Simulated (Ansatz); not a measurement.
# InSbTe3: the cost of one run

Method: DFT PBE, scalar-relativistic, plane waves, PAW, in Ansatz 0.2.0.

## Step 1: The system as given

It takes space group Pm-3m (No. 221, cubic). The conventional cell has a = 5.187 Å, b = 5.187 Å, c = 5.187 Å, α = 90.00°, β = 90.00°, γ = 90.00°. In (site symmetry m-3m) has 12 Te at 3.67 Å in its first shell of neighbours. Sb (site symmetry m-3m) is surrounded by 6 Te at 2.59 Å. Te (site symmetry 4/mmm) is surrounded by 2 Sb at 2.59 Å and 4 In at 3.67 Å.

Coordinates:

```
In Sb Te
1.0
     5.18734    0.00000    0.00000
     0.00000    5.18734    0.00000
     0.00000    0.00000    5.18734
In Sb Te
1 1 3
Direct
  0.50000 0.50000 0.50000
  0.00000 0.00000 0.00000
  0.50000 0.00000 0.00000
  0.00000 0.50000 0.00000
  0.00000 0.00000 0.50000
```

Recipe of the guess: species swapped into a database cell of KMnF3 (Pm-3m, No. 221), with In on the K sites, Sb on the Mn sites and Te on the F sites. Lengths come from tabulated atomic sizes and are only a guess.

## Step 2: The guess as it stands, on a coarse mesh

File input.yaml:

```yaml
crystal:
  lattice:
    - [5.18733839, 0.0, 0.0]
    - [0.0, 5.18733839, 0.0]
    - [0.0, 0.0, 5.18733839]
  atoms:
    - { symbol: In, position: [0.5, 0.5, 0.5] }
    - { symbol: Sb, position: [0.0, 0.0, 0.0] }
    - { symbol: Te, position: [0.5, 0.0, 0.0] }
    - { symbol: Te, position: [0.0, 0.5, 0.0] }
    - { symbol: Te, position: [0.0, 0.0, 0.5] }
basis:
  ecutwfc: 420
kpoints:
  mp_grid: { grid: [4, 4, 4] }
hamiltonian:
  xc: pbe
scf:
  occupations: { method: gaussian, width: 0.1 }
  lower_state_search: "off"
output:
  forces: true
  stress: true
  eigenvalues: true
```

Run with:

```console
$ ansatz run input.yaml --threads 1 --pin off --max-ram 2560MiB --backend cpu --events-out ev --progress --plain --runs-dir out
```

Q: Estimate wall time and peak memory on 1 thread of Intel Xeon at 2.50GHz (Skylake/Cascade Lake), shared host.

About 8.4 s, with a peak of 0.43 GiB.
